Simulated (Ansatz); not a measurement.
# GeH₂SCl₂: vertical ionisation energy

Aim: the vertical ionisation energy of GeH₂SCl₂, as cation minus neutral at the neutral's geometry, on several levels, and how well −ε(HOMO) stands in for it.

Method: unrestricted cation, the program's frozen cores in correlated methods; program: Ansatz 0.2.0, Gaussian basis.

Levels to be run: UKS PBE-D4/def2-TZVPP; UKS r2SCAN-D4/def2-TZVPP; UKS PBE0-D4/def2-TZVPP; UKS B3LYP-D4/def2-TZVPP; UKS wB97X-V/def2-TZVPP; UKS wB97M-V/def2-TZVPP; UKS B2PLYP/def2-TZVPP; UHF-CCSD(T)/def2-TZVPP; UHF-MP2/def2-QZVPP; extrapolation to the limit; then −ε(HOMO) from the neutral's earlier runs with LDA (SPW92), PBE-D4, revPBE-D4, BLYP-D4, r2SCAN-D4, B97M-V, PBE0-D4, B3LYP-D4, r2SCANh-D4, r2SCAN0-D4, HSE06-D4, BHLYP-D4, CAM-B3LYP-D4, LC-ωPBE, ωB97X-V, ωB97M-V.

### 1 The relaxed structure

The geometry comes from an earlier relaxation with PBE0-D4/def2-TZVP; it is a stationary point.

SMILES `[SH][GeH]([Cl])[Cl]`, 6 atoms, charge 0, spin multiplicity 1.

Atoms are counted from 1 here; the program's logs count them from 0.

Bond lengths: S1–Ge2 2.198 Å, S1–H5 1.345 Å, Ge2–Cl3 2.133 Å, Ge2–Cl4 2.142 Å, Ge2–H6 1.530 Å. Angles: Ge2–S1–H5 92.7°, S1–Ge2–Cl3 105.5°, S1–Ge2–Cl4 110.9°, S1–Ge2–H6 115.1°, Cl3–Ge2–Cl4 108.7°, Cl3–Ge2–H6 109.4°, Cl4–Ge2–H6 107.2°.

### 2 Cation, UKS PBE-D4/def2-TZVPP

Contents of in.yaml:

```yaml
crystal:
  periodic: [false, false, false]
  atoms:
    - {symbol: S, position_ang: [0.090795, 1.321215, -1.207299]}
    - {symbol: Ge, position_ang: [0.211185, -0.275355, 0.298102]}
    - {symbol: Cl, position_ang: [2.140892, -1.149695, 0.047351]}
    - {symbol: Cl, position_ang: [-1.274012, -1.776332, -0.061014]}
    - {symbol: H, position_ang: [-1.174308, 1.630405, -0.870881]}
    - {symbol: H, position_ang: [0.047446, 0.185862, 1.747441]}
basis:
  gaussian: {orbitals: def2-TZVPP}
total_charge: 1
magnetization: {spin_polarized: true, initial_magnetization: 1}
hamiltonian: {xc: pbe, dispersion: d4}
```

Run with:

```bash
$ ansatz run in.yaml --threads 2 --pin off --events-out ev --progress --plain --max-ram 32768MiB --backend cpu
```

Further steps of the session: Cation, UKS r2SCAN-D4/def2-TZVPP; Cation, UKS PBE0-D4/def2-TZVPP; Cation, UKS B3LYP-D4/def2-TZVPP; Cation, UKS wB97X-V/def2-TZVPP; Cation, UKS wB97M-V/def2-TZVPP; Cation, UKS B2PLYP (frozen core)/def2-TZVPP; Cation, UHF-CCSD(T)/def2-TZVPP; Cation, UHF-MP2/def2-QZVPP.

Q: Predict the results of all the runs planned. Wanted: ionisation energy, CCSD(T)/CBS; nearest functional by difference; nearest −ε(HOMO); −ε(HOMO) of PBE; T1 of the cation.

The runs gave:

| quantity | value |
| --- | --- |
| ionisation energy, CCSD(T)/CBS | 10.49 eV |
| nearest functional by difference | ωB97X-V (-0.08 eV) |
| nearest −ε(HOMO) | ωB97X-V (+0.00 eV) |
| −ε(HOMO) of PBE | 6.83 eV |
| T1 of the cation | 0.015 |

**Reading.** Energy differences with functionals land within 0.53 eV of the reference. The PBE orbital energy is 3.7 eV too small: a semilocal HOMO is no ionisation energy. Among orbital estimates ωB97X-V comes nearest. Hartree-Fock falls 1.14 eV short, as the neutral has more correlation energy than the cation. Correlated methods include outer-core shells of Ge, which these sets cover unevenly. With outer-core shells in play the reference is unsure by up to some tenths of an eV, so close misses can't be ranked.
